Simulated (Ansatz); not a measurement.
This was printed by a script on Ansatz 0.2.0, Python API, for a convergence test of the plane-wave cutoff of Li3Eu, space group Fm-3m. What did the script look like? Settings (first run): r2SCAN, PAW, cutoff 250 eV, 6×6×6 k-points, Fermi-Dirac smearing of 0.05 eV, collinear spin. The script varies cutoff (eV): 250, 300, 350, 400.

```
Li Eu
1.0
     0.00000    3.87079    3.87079
     3.87079    0.00000    3.87079
     3.87079    3.87079    0.00000
Li Eu
3 1
Direct
  0.25000 0.25000 0.25000
  0.75000 0.75000 0.75000
  0.50000 0.50000 0.50000
  0.00000 0.00000 0.00000
```

Running `python li3eu.py` prints:
```text
250: +384.20 meV/atom
300: +30.15 meV/atom
350: +2.20 meV/atom
```

One script that gives this output:

Script `li3eu.py`:
```python
# -*- coding: utf-8 -*-
"""Cutoff test for Li3Eu."""

import csv
import warnings

import ansatz as az

params = {
    "smearing": "Fermi-Dirac",
    "width_ev": 0.05,
    "k_spacing": 0.26,
}

warnings.simplefilter("ignore", az.DeckWarning)

structure = (
    az.Lattice.from_parameters(5.474125, 5.474125, 5.474125, alpha=60.0, beta=60.0, gamma=60.0)
    .atom("Li", (0.25, 0.25, 0.25))
    .atom("Li", (0.75, 0.75, 0.75))
    .atom("Li", (0.5, 0.5, 0.5))
    .atom("Eu", (0.0, 0.0, 0.0))
    .moments(Eu=7)
)

base = (
    structure.calculation()
    .functional(az.Functional.R2SCAN)
    .spin(az.SpinTreatment.COLLINEAR)
    .occupations(params["smearing"], width=params["width_ev"])
    .kpoints(spacing=params["k_spacing"])
)

rows = []
for value in [250, 300, 350, 400]:
    r = base.basis(value).run().report
    rows.append((value, r["free_energy_ev"] / len(r["lattice"]["sites"]), r["n_iterations"], r["magnetization_mub"], r["n_pw"]))

with open("ecut.csv", "w", newline="") as handle:
    writer = csv.writer(handle)
    writer.writerow(["cutoff (eV)", "F/atom (eV)", "iterations", "moment (muB)", "plane waves"])
    writer.writerows([round(v, 5) if isinstance(v, float) else v for v in row] for row in rows)

# differences from the last row
for row in rows[:-1]:
    shift = 1000 * (row[1] - rows[-1][1])
    print(f"{row[0]}: {shift:+.2f} meV/atom" + ("  (within 1 meV)" if abs(shift) < 1 else ""))
```

Open f shells: without a Hubbard U, without spin-orbit coupling; the state reached hangs on the start and needn't be the lowest. For a metal this k-point mesh is coarse: on a finer one energies can move by several to tens of meV an atom and pressures by half a GPa or more, differences at one mesh by less. r2SCAN tends to overestimate the moments of itinerant magnets. This cell is a computed structure, which may not be the phase found in nature. Shifts are counted from the last row, which is itself no proven limit. The script silences the warnings on its input, which a real study should read. Hardware and time: 59 s on 1 thread of Arm Neoverse V1, on a shared host, peak memory 0.61 GiB.

(A comment or docstring line of the script was reworded after the run, the code is as it ran; lines on the test bed's own set-up are left out of the output.)
